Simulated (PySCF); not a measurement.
# Ru²⁺, Ru³⁺: ionisation energy in cc-pVDZ-PP with ECP28

Each state of ruthenium is computed at each level; their differences give the ionisation energy. How far do the methods differ?

Program: PySCF 2.14.0. Level of theory: unrestricted determinants in a Gaussian basis, no spin-orbit coupling in the energies. These are calculated values, not measurements, unless marked.

## (1) The atom as given

| Property | Result |
| --- | --- |
| Element | ruthenium (Z = 44) |
| Basis | cc-pVDZ-PP with ECP28MDF |
| Hamiltonian | scalar relativity through the core potential |
| State 1 | Ru²⁺: [Kr] 4d6, high-spin 5D determinant |
| State 2 | Ru³⁺: [Kr] 4d5, high-spin 6S determinant |
| Methods | UHF, M06-2X, PBE0, MP2 |
| Core shells frozen in the correlated runs | valence: 4s2 4p6 (for Ru²⁺) |

Outer shells as boxes (Hund's rule):

Ru2+ [Kr] 4d6
```
[Kr] core
4d [↑↓][↑ ][↑ ][↑ ][↑ ]
```

Ru3+ [Kr] 4d5
```
[Kr] core
4d [↑ ][↑ ][↑ ][↑ ][↑ ]
```

The runs were made by one driver on top of PySCF. The scripts below sum up each run's settings (the driver also hands on starting orbitals that pick excited configurations, and frozen orbitals as a list rather than a count), and the logs come from the driver's own runs. The driver starts from symmetry-adapted Hartree-Fock orbitals, holds the occupation by maximum overlap and uses a logarithmic radial grid for functionals, so a plain start would take other cycles.

The driver's launch:

```bash
> OMP_NUM_THREADS=1 python atomrun2.py TASK.json OUT
```

The integrals over 38 functions and the set-up took 0.17 s of CPU time.

## (2) Ru²⁺, method by method

Level: UHF.

File input.py:

```python
from pyscf import gto, scf, dft, mp, cc
import basis_set_exchange as bse
txt = bse.get_basis("cc-pVDZ-PP", elements=["Ru"], fmt="nwchem", header=False)
cut = txt.index("\nECP")
mol = gto.M(atom="Ru 0 0 0", charge=2, spin=4, symmetry="D2h",
            basis=gto.basis.parse(txt[:cut]),
            ecp={"Ru": gto.basis.parse_ecp(txt[cut:])})
mf = scf.UHF(mol)
mf.irrep_nelec = {'Ag': (3, 1), 'B1g': (1, 1), 'B2g': (1, 0), 'B3g': (1, 0), 'B1u': (1, 1), 'B2u': (1, 1), 'B3u': (1, 1)}
mf.kernel()
```

Log:

```text
damping factor = 0
level_shift factor = 0
DIIS = <class 'pyscf.scf.diis.CDIIS'>
diis_start_cycle = 1
diis_space = 10
diis_damp = 0
SCF conv_tol = 1e-09
SCF conv_tol_grad = None
number electrons alpha = 9  beta = 5
cycle= 1 E= -93.0327500459138  delta_E= -0.00359  |g|= 0.0186  |ddm|= 0.0438
cycle= 2 E= -93.0329009443739  delta_E= -0.000151  |g|= 0.00466  |ddm|= 0.0118
cycle= 3 E= -93.032927650512  delta_E= -2.67e-05  |g|= 0.00156  |ddm|= 0.00715
cycle= 4 E= -93.0329338730464  delta_E= -6.22e-06  |g|= 0.000392  |ddm|= 0.00472
cycle= 5 E= -93.0329341976934  delta_E= -3.25e-07  |g|= 0.000109  |ddm|= 0.00115
cycle= 6 E= -93.0329342143064  delta_E= -1.66e-08  |g|= 1.91e-05  |ddm|= 0.000276
cycle= 7 E= -93.0329342146754  delta_E= -3.69e-10  |g|= 2.34e-06  |ddm|= 4.15e-05
converged SCF energy = -93.0329342146754  <S^2> = 6.0027264  2S+1 = 5.0010904
```

It took 0.21 s on 1 thread of Neoverse-N1, shared host, the integrals not counted.

The occupied shells:

```tsv
shell	electrons	mean orbital energy (eV)	spread (eV)	rms radius (bohr)
4s α	1	-117.57	0	1.10
4s β	1	-110.39	0	1.10
4p α	3	-83.100	1.619	1.21
4p β	3	-74.046	1.120	1.21
4d α	5	-31.890	1.862	1.64
4d β	1	-27.804	0	1.64
```

⟨S²⟩ = 6.003, ⟨L²⟩ = 6.02.

Energies and moments cover only the electrons outside the core potential.

Level: M06-2X.

input.py, as changed from the run before:

```diff
@@ -7,3 +7,3 @@
             ecp={"Ru": gto.basis.parse_ecp(txt[cut:])})
-mf = scf.UHF(mol)
+mf = dft.UKS(mol, xc="M062X")
 mf.irrep_nelec = {'Ag': (3, 1), 'B1g': (1, 1), 'B2g': (1, 0), 'B3g': (1, 0), 'B1u': (1, 1), 'B2u': (1, 1), 'B3u': (1, 1)}
```

Log:

```text
damping factor = 0
level_shift factor = 0
DIIS = <class 'pyscf.scf.diis.CDIIS'>
diis_start_cycle = 1
diis_space = 10
diis_damp = 0
SCF conv_tol = 1e-09
SCF conv_tol_grad = None
number electrons alpha = 9  beta = 5
XC functionals = M062X
    Y. Zhao and D. G. Truhlar.,  Theor. Chem. Acc. 120, 215 (2008)
    Y. Zhao and D. G. Truhlar.,  Theor. Chem. Acc. 120, 215 (2008)
cycle= 1 E= -93.4990158186785  delta_E= -0.00223  |g|= 0.0212  |ddm|= 0.094
cycle= 2 E= -93.4991411620076  delta_E= -0.000125  |g|= 0.0107  |ddm|= 0.0587
cycle= 3 E= -93.4991826662021  delta_E= -4.15e-05  |g|= 0.00117  |ddm|= 0.0191
cycle= 4 E= -93.4991859015968  delta_E= -3.24e-06  |g|= 0.000299  |ddm|= 0.00331
cycle= 5 E= -93.4991861925209  delta_E= -2.91e-07  |g|= 8.33e-06  |ddm|= 0.0012
cycle= 6 E= -93.4991861926298  delta_E= -1.09e-10  |g|= 1.04e-06  |ddm|= 2.1e-05
converged SCF energy = -93.4991861926298  <S^2> = 6.0022168  2S+1 = 5.0008867
```

Time after the integrals: 1.3 s (1 thread of Neoverse-N1, shared host).

Level: PBE0.

input.py, as changed from the run before:

```diff
@@ -7,3 +7,3 @@
             ecp={"Ru": gto.basis.parse_ecp(txt[cut:])})
-mf = dft.UKS(mol, xc="M062X")
+mf = dft.UKS(mol, xc="PBE0")
 mf.irrep_nelec = {'Ag': (3, 1), 'B1g': (1, 1), 'B2g': (1, 0), 'B3g': (1, 0), 'B1u': (1, 1), 'B2u': (1, 1), 'B3u': (1, 1)}
```

Log:

```text
damping factor = 0
level_shift factor = 0
DIIS = <class 'pyscf.scf.diis.CDIIS'>
diis_start_cycle = 1
diis_space = 10
diis_damp = 0
SCF conv_tol = 1e-09
SCF conv_tol_grad = None
number electrons alpha = 9  beta = 5
XC functionals = PBE0
    C. Adamo and V. Barone.,  J. Chem. Phys. 110, 6158 (1999)
    M. Ernzerhof and G. E. Scuseria.,  J. Chem. Phys. 110, 5029 (1999)
cycle= 1 E= -93.5900916630108  delta_E= -0.0032  |g|= 0.015  |ddm|= 0.119
cycle= 2 E= -93.5901564164049  delta_E= -6.48e-05  |g|= 0.00834  |ddm|= 0.0383
cycle= 3 E= -93.5901812644143  delta_E= -2.48e-05  |g|= 0.00102  |ddm|= 0.0145
cycle= 4 E= -93.5901820304137  delta_E= -7.66e-07  |g|= 0.000101  |ddm|= 0.00216
cycle= 5 E= -93.5901820541739  delta_E= -2.38e-08  |g|= 1.48e-05  |ddm|= 0.000333
cycle= 6 E= -93.5901820547177  delta_E= -5.44e-10  |g|= 1.79e-06  |ddm|= 5.44e-05
converged SCF energy = -93.5901820547177  <S^2> = 6.0009132  2S+1 = 5.0003653
```

Time after the integrals: 0.63 s (1 thread of Neoverse-N1, shared host).

Level: MP2 (valence).

input.py, as changed from the run before:

```diff
@@ -7,4 +7,5 @@
             ecp={"Ru": gto.basis.parse_ecp(txt[cut:])})
-mf = dft.UKS(mol, xc="PBE0")
+mf = scf.UHF(mol)
 mf.irrep_nelec = {'Ag': (3, 1), 'B1g': (1, 1), 'B2g': (1, 0), 'B3g': (1, 0), 'B1u': (1, 1), 'B2u': (1, 1), 'B3u': (1, 1)}
 mf.kernel()
+mp.UMP2(mf, frozen=4).kernel()
```

The driver printed no log here.

Time after the integrals: 0.03 s (1 thread of Neoverse-N1, shared host).

With 6 electrons correlated, the MP2 correlation energy is -0.07361 hartree (-0.04311 same spin, -0.03051 opposite spin); the SCS form gives -0.05098. Largest pairs of shells: 4d-4d -0.0736.

Radial density 4πr²ρ of Ru²⁺ at UHF, the electrons outside the core potential:

```tsv
r (bohr)	density	spin density
0.0213	1.08e-05	0.000
0.0359	2.81e-05	0.000
0.0603	7.23e-05	0.000
0.102	0.000290	0.000
0.171	0.00295	0.001
0.287	0.0598	0.015
0.483	1.57	0.273
0.812	11.6	2.009
1.37	9.52	2.889
2.30	1.53	0.809
3.87	0.0629	0.033
6.50	4.43e-05	0.000
```

## (3) Ru³⁺

Level: UHF.

File input.py:

```python
from pyscf import gto, scf, dft, mp, cc
import basis_set_exchange as bse
txt = bse.get_basis("cc-pVDZ-PP", elements=["Ru"], fmt="nwchem", header=False)
cut = txt.index("\nECP")
mol = gto.M(atom="Ru 0 0 0", charge=3, spin=5, symmetry="D2h",
            basis=gto.basis.parse(txt[:cut]),
            ecp={"Ru": gto.basis.parse_ecp(txt[cut:])})
mf = scf.UHF(mol)
mf.irrep_nelec = {'Ag': (3, 1), 'B1g': (1, 0), 'B2g': (1, 0), 'B3g': (1, 0), 'B1u': (1, 1), 'B2u': (1, 1), 'B3u': (1, 1)}
mf.kernel()
```

Log:

```text
damping factor = 0
level_shift factor = 0
DIIS = <class 'pyscf.scf.diis.CDIIS'>
diis_start_cycle = 1
diis_space = 10
diis_damp = 0
SCF conv_tol = 1e-09
SCF conv_tol_grad = None
number electrons alpha = 9  beta = 4
cycle= 1 E= -92.0613654083143  delta_E= -7.18e-11  |g|= 3.75e-06  |ddm|= 2.4e-05
converged SCF energy = -92.0613654083143  <S^2> = 8.7501347  2S+1 = 6.0000449
```

It took 0.12 s on 1 thread of Neoverse-N1, shared host, the integrals not counted.

Orbital energies by shell (radii are means over both spins):

```tsv
shell	electrons	mean orbital energy (eV)	spread (eV)	rms radius (bohr)
4s α	1	-133.13	0	1.09
4s β	1	-123.58	0	1.09
4p α	3	-98.484	0	1.20
4p β	3	-86.534	0	1.20
4d α	5	-46.170	0	1.54
```

⟨S²⟩ = 8.750, ⟨L²⟩ = 0.00.

Energies and moments cover only the electrons outside the core potential.

Level: M06-2X.

input.py, as changed from the run before:

```diff
@@ -7,3 +7,3 @@
             ecp={"Ru": gto.basis.parse_ecp(txt[cut:])})
-mf = scf.UHF(mol)
+mf = dft.UKS(mol, xc="M062X")
 mf.irrep_nelec = {'Ag': (3, 1), 'B1g': (1, 0), 'B2g': (1, 0), 'B3g': (1, 0), 'B1u': (1, 1), 'B2u': (1, 1), 'B3u': (1, 1)}
```

Log:

```text
damping factor = 0
level_shift factor = 0
DIIS = <class 'pyscf.scf.diis.CDIIS'>
diis_start_cycle = 1
diis_space = 10
diis_damp = 0
SCF conv_tol = 1e-09
SCF conv_tol_grad = None
number electrons alpha = 9  beta = 4
XC functionals = M062X
    Y. Zhao and D. G. Truhlar.,  Theor. Chem. Acc. 120, 215 (2008)
    Y. Zhao and D. G. Truhlar.,  Theor. Chem. Acc. 120, 215 (2008)
cycle= 1 E= -92.4402919612813  delta_E= -0.000836  |g|= 0.0131  |ddm|= 0.141
cycle= 2 E= -92.4403359437896  delta_E= -4.4e-05  |g|= 0.00456  |ddm|= 0.0389
cycle= 3 E= -92.4403421483162  delta_E= -6.2e-06  |g|= 0.000231  |ddm|= 0.0104
cycle= 4 E= -92.440342169029  delta_E= -2.07e-08  |g|= 1.09e-05  |ddm|= 0.000578
cycle= 5 E= -92.4403421690636  delta_E= -3.47e-11  |g|= 2.84e-07  |ddm|= 2.52e-05
converged SCF energy = -92.4403421690636  <S^2> = 8.7500773  2S+1 = 6.0000258
```

Time after the integrals: 1.1 s (1 thread of Neoverse-N1, shared host).

Level: PBE0.

input.py, as changed from the run before:

```diff
@@ -7,3 +7,3 @@
             ecp={"Ru": gto.basis.parse_ecp(txt[cut:])})
-mf = dft.UKS(mol, xc="M062X")
+mf = dft.UKS(mol, xc="PBE0")
 mf.irrep_nelec = {'Ag': (3, 1), 'B1g': (1, 0), 'B2g': (1, 0), 'B3g': (1, 0), 'B1u': (1, 1), 'B2u': (1, 1), 'B3u': (1, 1)}
```

Log:

```text
damping factor = 0
level_shift factor = 0
DIIS = <class 'pyscf.scf.diis.CDIIS'>
diis_start_cycle = 1
diis_space = 10
diis_damp = 0
SCF conv_tol = 1e-09
SCF conv_tol_grad = None
number electrons alpha = 9  beta = 4
XC functionals = PBE0
    C. Adamo and V. Barone.,  J. Chem. Phys. 110, 6158 (1999)
    M. Ernzerhof and G. E. Scuseria.,  J. Chem. Phys. 110, 5029 (1999)
cycle= 1 E= -92.5494144027175  delta_E= -0.00116  |g|= 0.0073  |ddm|= 0.105
cycle= 2 E= -92.5494262321677  delta_E= -1.18e-05  |g|= 0.00255  |ddm|= 0.0233
cycle= 3 E= -92.5494284468605  delta_E= -2.21e-06  |g|= 0.000303  |ddm|= 0.0054
cycle= 4 E= -92.5494284733783  delta_E= -2.65e-08  |g|= 5.54e-06  |ddm|= 0.000736
cycle= 5 E= -92.5494284733906  delta_E= -1.22e-11  |g|= 4.91e-08  |ddm|= 1.94e-05
converged SCF energy = -92.5494284733906  <S^2> = 8.7500458  2S+1 = 6.0000153
```

It took 0.54 s on 1 thread of Neoverse-N1, shared host, the integrals not counted.

Level: MP2 (valence).

input.py, as changed from the run before:

```diff
@@ -7,4 +7,5 @@
             ecp={"Ru": gto.basis.parse_ecp(txt[cut:])})
-mf = dft.UKS(mol, xc="PBE0")
+mf = scf.UHF(mol)
 mf.irrep_nelec = {'Ag': (3, 1), 'B1g': (1, 0), 'B2g': (1, 0), 'B3g': (1, 0), 'B1u': (1, 1), 'B2u': (1, 1), 'B3u': (1, 1)}
 mf.kernel()
+mp.UMP2(mf, frozen=4).kernel()
```

This step left no log, only its results.

Time after the integrals: 0.01 s (1 thread of Neoverse-N1, shared host).

With 5 electrons correlated, the MP2 correlation energy is -0.04077 hartree (-0.04077 same spin, 0.00000 opposite spin); the SCS form gives -0.01359. Largest pairs of shells: 4d-4d -0.0408.

Radial density 4πr²ρ of Ru³⁺ at UHF, the electrons outside the core potential:

```tsv
r (bohr)	density	spin density
0.0213	1.04e-05	0.000
0.0359	2.71e-05	0.000
0.0603	6.99e-05	0.000
0.102	0.000285	0.000
0.171	0.00292	0.001
0.287	0.0595	0.021
0.483	1.57	0.381
0.812	11.5	2.767
1.37	8.95	3.736
2.30	1.10	0.868
3.87	0.0240	0.024
6.50	6.91e-05	0.000
```

## (4) Orbital energies side by side

Highest occupied Hartree-Fock shell of each state: Ru²⁺ 4d β at -27.804 eV; Ru³⁺ 4d α at -46.170 eV.

## (5) The energy differences

Ionisation energy: Ru²⁺ [Kr] 4d6 (5D) → Ru³⁺ [Kr] 4d5 (6S).

```tsv
method	value (eV)	less the reference (eV)	CPU time, both states (s)
UHF	26.438	-2.032	0.33
M06-2X	28.813	+0.343	2.4
PBE0	28.320	-0.150	1.2
MP2 (valence)	27.331	-1.139	0.37
SCS-MP2 (valence)	27.455	-1.015	0.37
```

Reference: 28.47 eV (semi-empirical (NIST evaluation); NIST Atomic Spectra Database, ionization energies). The reference lies between the lowest fine-structure levels, while these numbers refer to the centres of the terms. Errors of the correlated levels include the incompleteness of this basis.

Times are CPU seconds on a shared host without the integrals; correlated rows include their Hartree-Fock run, whose time holds the symmetry-adapted start and any spin-orbit constants, while functionals begin from orbitals already made.

## (6) Summary of results

```
               quantity                                                 value
ionisation energy, Ru²⁺  UHF 26.438, MP2 (valence) 27.331 eV; reference 28.47
```

**Reading.** The methods span 2.375 eV, from UHF (26.438) to M06-2X (28.813). The reference is uncertain or not like for like (spin-orbit coupling or other relativistic terms), so no ranking of close methods is drawn. The basis is finite, and no extrapolation was made.
